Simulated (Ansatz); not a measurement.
3 structures of TaN: a ranking of polymorphs by energy, run with Ansatz 0.2.0, Python API.

Script `polymorphs.py`:
```python
"""Relative energies of TaN phases, after relaxing atoms and volume at fixed cell shape."""

import warnings

import ansatz as az
import numpy as np
import spglib


def compute(name, crystal):
    calc = crystal.calculation()
    calc = calc.functional("pbesol")
    calc = calc.basis(520).kpoints(spacing=0.16)
    calc = calc.occupations("gaussian", width=0.05)
    calc = calc.stress().band_table()
    calc = calc.relax(force_tolerance=0.01, max_steps=40, fix_cell=["shape"])
    return calc.run(threads=1, backend="cpu")


def space_group(outcome):
    sites = outcome.report["lattice"]["sites"]
    kinds = sorted({site["symbol"] for site in sites})
    cell = (outcome.lattice.cell_ang, [site["position_frac"] for site in sites], [kinds.index(site["symbol"]) for site in sites])
    return spglib.get_spacegroup(cell, symprec=0.01)


def volume_per_atom(outcome):
    return abs(np.linalg.det(outcome.lattice.cell_ang)) / len(outcome.lattice.sites)


def pressure_gpa(outcome):
    return float(np.trace(outcome.report["stress_gpa"]) / 3)


def main() -> None:
    warnings.simplefilter("ignore")

    phases = {}
    p6_mmm = (
        az.Lattice.from_parameters(5.191, 5.191, 2.908, alpha=90, beta=90, gamma=120)
        .space_group(191)
        .atom("Ta", (0.0, 0.0, 0.0))
        .atom("Ta", (1 / 3, 2 / 3, 0.5))
        .atom("N", (0.5, 0.0, 0.0))
    )
    phases["P6/mmm"] = p6_mmm
    p_6m2 = (
        az.Lattice.of((2.938, 0.0, 0.0), (-1.469, 2.54438264, 0.0), (0.0, 0.0, 2.883))
        .atom("Ta", (1 / 3, 2 / 3, 0.5))
        .atom("N", (0.0, 0.0, 0.0))
    )
    phases["P-6m2"] = p_6m2
    fm_3m = (
        az.Lattice.from_parameters(3.081571, 3.081571, 3.081571, alpha=60.0, beta=60.0, gamma=60.0)
        .atom("Ta", (0.5, 0.5, 0.5))
        .atom("N", (0.0, 0.0, 0.0))
    )
    phases["Fm-3m"] = fm_3m

    done = {}
    for name, crystal in phases.items():
        try:
            done[name] = compute(name, crystal)
        except az.NonConvergedError as error:
            print(name, "did not converge:", str(error)[:120])

    energy = {name: o.report["energy_sigma0_ev"] / len(o.lattice.sites) for name, o in done.items()}
    lowest = min(energy.values())
    rows = [(name, len(o.lattice.sites), 1000 * (energy[name] - lowest), space_group(o), volume_per_atom(o), pressure_gpa(o)) for name, o in done.items()]
    rows.sort(key=lambda row: row[2])
    print("     phase       atoms  dE (meV/atom)  space group  V (A^3/atom)     P (GPa)")
    for row in rows:
        print(f"{str(row[0]):>10}  {row[1]:10d}  {row[2]:13.1f}  {str(row[3]):>11}  {row[4]:12.3f}  {row[5]:10.2f}")
    print("order:", " < ".join(row[0] for row in rows))


if __name__ == "__main__":
    main()
```

Which of these structures comes out lowest, and how far apart are they?

By space group at the end of each run: P-6m2 (+0 meV an atom, 10.6 Å³), Fm-3m (+294 meV an atom, 10.5 Å³) and P6/mmm (+445 meV an atom, 11.3 Å³).

The output:

```console
$ python polymorphs.py
     phase       atoms  dE (meV/atom)  space group  V (A^3/atom)     P (GPa)
     P-6m2           2            0.0  P-6m2 (187)        10.628       -0.00
     Fm-3m           2          294.2  Fm-3m (225)        10.474       -0.03
    P6/mmm           6          444.9  P6/mmm (191)        11.341       -0.00
order: P-6m2 < Fm-3m < P6/mmm
```

Reading the output:
- No spin polarisation was allowed.
- Atoms and volume are relaxed with the cell's shape held, which in cells of lower than cubic symmetry can hide stresses and shift volumes.
- Pressure is positive in compression.
- Spin-orbit coupling, which matters for elements this heavy, is left out.
- The cells come from databases of deposited and of computed structures, and not all need be stable phases.
- The ranking holds among these structures alone, at zero temperature; the ground state may be another structure. Differences under about 40 meV an atom lie within the error of mesh and functional.
- Run time: 3.9 min on 1 thread of Arm Neoverse N1, with other jobs on the host, peak memory 0.57 GiB.
